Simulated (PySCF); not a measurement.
# SiTe: changing the method

Aim: see what other levels and later steps give for SiTe.

Program: PySCF 2.14.0. Level of theory: each script names its method and basis. These are calculated values, not measurements.

3 further runs of the same task are left out: 3 that didn't finish.

### Step 1. The starting structure

SiTe: 2 atoms, charge 0, spin multiplicity 1.

Bond lengths: Si1–Te2 2.192 Å.

### Step 2. The base run

input.py reads:

```python
from pyscf import gto, scf, mp

mol = gto.M(
    atom='Si 0 0 0; Te 0 0 2.192',
    basis='x2c-svpall',
    charge=0,
    spin=0,
    verbose=4,
)
mf = scf.RHF(mol)
mf = mf.sfx2c1e()
mf.kernel()
mp.MP2(mf, frozen=23).kernel()
mf.dip_moment()
print('orbital energies (hartree):', mf.mo_energy[..., max(0, mol.nelec[1]-3):mol.nelec[0]+3].round(4))
```

The run is started by

```
$ OMP_NUM_THREADS=1 python input.py
```

### Step 3. MP2

Variant 1 changes frozen orbitals: 23 → none.

Edit input.py of step 2 so:

```diff
@@ -12,3 +12,3 @@
 mf.kernel()
-mp.MP2(mf, frozen=23).kernel()
+mp.MP2(mf).kernel()
 mf.dip_moment()
```

### Step 4. Olyp (RKS)

Variant 2 changes functional: none (Hartree–Fock) → olyp; SCF type: RHF → RKS; step after the SCF: mp2 → analyze.

input.py reads:

```python
from pyscf import gto, dft

mol = gto.M(
    atom='Si 0 0 0; Te 0 0 2.192',
    basis='x2c-svpall',
    charge=0,
    spin=0,
    verbose=4,
)
mf = dft.RKS(mol, xc='olyp')
mf = mf.sfx2c1e()
mf.kernel()
mf.analyze()
print('orbital energies (hartree):', mf.mo_energy[..., max(0, mol.nelec[1]-3):mol.nelec[0]+3].round(4))
```

### Step 5. Polarisability

Variant 3 changes step after the SCF: mp2 → polarizability.

Edit input.py of step 2 so:

```diff
@@ -1,2 +1,3 @@
-from pyscf import gto, scf, mp
+from pyscf import gto, scf
+from pyscf.prop.polarizability import rhf as pol
 
@@ -12,3 +13,4 @@
 mf.kernel()
-mp.MP2(mf, frozen=23).kernel()
+print('polarizability (a.u.)')
+print(pol.Polarizability(mf).polarizability().round(4))
 mf.dip_moment()
```

### Step 6. Lda,vwn (RKS)

Variant 4 changes functional: none (Hartree–Fock) → lda,vwn; SCF type: RHF → RKS; step after the SCF: mp2 → analyze.

input.py reads:

```python
from pyscf import gto, dft

mol = gto.M(
    atom='Si 0 0 0; Te 0 0 2.192',
    basis='x2c-svpall',
    charge=0,
    spin=0,
    verbose=4,
)
mf = dft.RKS(mol, xc='lda,vwn')
mf = mf.sfx2c1e()
mf.kernel()
mf.analyze()
print('orbital energies (hartree):', mf.mo_energy[..., max(0, mol.nelec[1]-3):mol.nelec[0]+3].round(4))
```

### Step 7. TDA

Variant 5 changes step after the SCF: mp2 → tda; number of roots: none → 4.

Edit input.py of step 2 so:

```diff
@@ -1,2 +1,2 @@
-from pyscf import gto, scf, mp
+from pyscf import gto, scf, tdscf
 
@@ -12,3 +12,6 @@
 mf.kernel()
-mp.MP2(mf, frozen=23).kernel()
+td = tdscf.TDA(mf)
+td.nstates = 4
+td.kernel()
+td.analyze()
 mf.dip_moment()
```

What does the calculation give? Wanted: for each run, E(SCF); from base; gap; SCF dipole; after the SCF.

As calculated:

```
           run  E(SCF) (hartree)  from base (eV)  cycles  gap (eV)  SCF dipole (D)                           after the SCF
          base      -7079.717728               0       9      9.87            0.87  MP2 correlation -5.153 eV, core frozen
           MP2      -7079.717728          0.0000       9      9.87            0.87               MP2 correlation -5.614 eV
    olyp (RKS)      -7085.262867  not comparable       9      3.29            0.03                                     n/a
polarisability      -7079.717728          0.0000       9      9.87            0.87                                     n/a
 lda,vwn (RKS)      -7075.664242  not comparable       9      3.22            0.16                                     n/a
           TDA      -7079.717728          0.0000       9      9.87            0.87               lowest root found 3.54 eV
```

**Reading.** Total energies of different functionals can't be compared with each other; differences within one functional can.
